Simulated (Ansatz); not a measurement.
# CH4BFOS: small, medium and large basis sets

The task here is to estimate one member of a computed series from the others.

Program: Ansatz 0.2.0, Gaussian basis. Level of theory: one geometry, several basis sets. These are calculated values, not measurements.

Levels to be run: PBE0-D4/def2-SVP; ωB97M-V/def2-SVP; PBE0-D4/def2-QZVPP; ωB97M-V/def2-QZVPP; the functionals' def2-TZVPP values are taken from earlier runs.

## The geometry

All runs share one geometry, relaxed beforehand with PBE0-D4 in a triple-zeta def2 set.

SMILES `FBOCS`, 9 atoms, charge 0, spin multiplicity 1.

Atoms are counted from 1 here; the program's logs count them from 0.

Bond lengths: F1–B2 1.321 Å, B2–O3 1.347 Å, B2–H6 1.197 Å, O3–C4 1.407 Å, C4–S5 1.802 Å, C4–H7 1.088 Å, C4–H8 1.093 Å, S5–H9 1.343 Å. Angles: F1–B2–O3 117.3°, F1–B2–H6 119.8°, O3–B2–H6 122.9°, B2–O3–C4 120.8°, O3–C4–S5 113.7°, O3–C4–H7 107.4°, O3–C4–H8 111.5°, S5–C4–H7 110.0°, S5–C4–H8 105.1°, H7–C4–H8 109.1°, C4–S5–H9 96.3°.

Set-up of the first run:

The input, in.yaml:

```yaml
crystal:
  periodic: [false, false, false]
  atoms:
    - {symbol: F, position_ang: [-2.672434, -0.705894, 0.128050]}
    - {symbol: B, position_ang: [-1.552400, -0.033674, 0.326322]}
    - {symbol: O, position_ang: [-0.393842, -0.690322, 0.126374]}
    - {symbol: C, position_ang: [0.842207, -0.032114, 0.266455]}
    - {symbol: S, position_ang: [1.440556, 0.716724, -1.259279]}
    - {symbol: H, position_ang: [-1.599803, 1.106682, 0.687600]}
    - {symbol: H, position_ang: [1.562158, -0.763559, 0.628662]}
    - {symbol: H, position_ang: [0.777685, 0.791573, 0.982432]}
    - {symbol: H, position_ang: [1.684274, -0.435712, -1.903717]}
basis:
  gaussian: {orbitals: def2-SVP}
hamiltonian: {xc: pbe0, dispersion: d4}
output: {orbitals: {seedname: orbitals}}
```

On the command line:

```
$ ansatz run in.yaml --threads 2 --pin off --events-out ev --progress --plain --max-ram 4352MiB
```

Among the steps run: PBE0-D4 in def2-SVP; ωB97M-V in def2-SVP; PBE0-D4 in def2-QZVPP; ωB97M-V in def2-QZVPP.

One of the session's tables, all rows but one given; the rest of the session is left out.

| functional | basis | HOMO (eV) | LUMO (eV) |
| --- | --- | --- | --- |
| PBE0-D4 | def2-SVP | -7.39 | 0.32 |
| PBE0-D4 | def2-TZVPP | -7.52 | -0.06 |
| PBE0-D4 | def2-QZVPP | -7.55 | -0.19 |
| ωB97M-V | def2-SVP | -9.62 | 2.45 |
| ωB97M-V | def2-TZVPP | -9.77 | 1.85 |
| ωB97M-V | def2-QZVPP | ? | ? |

Estimate the missing values for ωB97M-V, def2-QZVPP.

The run gave: HOMO (eV): -9.81; LUMO (eV): 1.50. In the column «HOMO (eV)» it is the lowest.
